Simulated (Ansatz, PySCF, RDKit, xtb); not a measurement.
# [Si2NF2]+: a search for the lowest isomer

Task: start from the formula [Si2NF2]+ (charge +1), draw up candidate structures, narrow them down in stages, and characterise the one that lies lowest at 298.15 K.

The funnel: GFN2-xTB relaxations, single points with a density functional, relaxations at r2SCAN-D4/def2-SVP, harmonic vibrations, and a last energy at a higher level. All values are calculated.

8 further runs of the same task are left out: 8 set aside as unsound or not needed.

## (1) Candidates

All bonding patterns within simple valence rules are listed by program: one Lewis structure each, at most two rings and one unusual centre or charged pair. O–O, O–halogen and N–halogen bonds and N–N–N chains are not drawn. That gives 6 candidates.

```
label              SMILES     spin
 c158     F[Si][N+]#[Si]F  triplet
 c205     N#[Si][Si+](F)F  singlet
 c246  F[Si]1=[N+]=[Si]1F  singlet
 c376  F[Si](F)=[N+]=[Si]  singlet
 c441     F[Si][N+]#[Si]F  singlet
 c827  F[Si](F)=[N+]=[Si]  triplet
```

Candidates are built by distance geometry, with a force field where one applies, in up to four conformers (letters a to d). 3 starts with atoms placed at random are added, to find patterns that the rules miss.

**Question.** With final energies at CCSD(T)/def2-SVP + MP2/def2-TZVPP - MP2/def2-SVP, which structure will this search put lowest in free energy, and by what margin?

| quantity | value |
| --- | --- |
| lowest structure found | F[Si](F)=[N+]=[Si], singlet, C2v |
| next finalist | F[Si][N+]#[Si]F, singlet, 57.4 kcal/mol higher in G |
| share at equilibrium, among the finalists | 100.0 % |
| harmonic wavenumbers, lowest and highest (r2SCAN-D4/def2-SVP) | 99 and 1429 cm⁻¹ |
| rotational constants, same geometry | 0.2644, 0.05613, 0.0463 cm⁻¹ |
| HOMO energy (PBE0/def2-TZVPD) | -14.79 eV |
| LUMO energy (PBE0/def2-TZVPD) | -8.01 eV |
| HOMO–LUMO gap (PBE0/def2-TZVPD) | 6.78 eV |
| lowest excitation (TD-B3LYP/def2-SVPD) | 5.08 eV (f = 0.000) |
| strongest of the states computed, same level | 6.44 eV (f = 0.117) |
| lowest triplet excitation, same level, Tamm-Dancoff | 3.98 eV |
| vertical ionisation energy | 17.09 eV |
| vertical recombination energy (electron added) | 6.12 eV |
| vertical triplet less singlet | +3.89 eV |

The lowest structure found is `F[Si](F)=[N+]=[Si]`. Among the finalists first place is clear (57.4 kcal/mol); structures outside the list aren't covered. r2SCAN-D4/def2-SVP, r2SCAN-D4/def2-SVP, relaxed, HF/def2-SVP and MP2/def2-SVP already put its bonding pattern lowest among the structures in one piece. A large T1 diagnostic among the finalists warns that one reference determinant may not suffice. It concerns: the finalist F[Si][N+]#[Si]F (singlet). Lowest found is not proven lowest: the search is finite, and each finalist counts with one conformer.
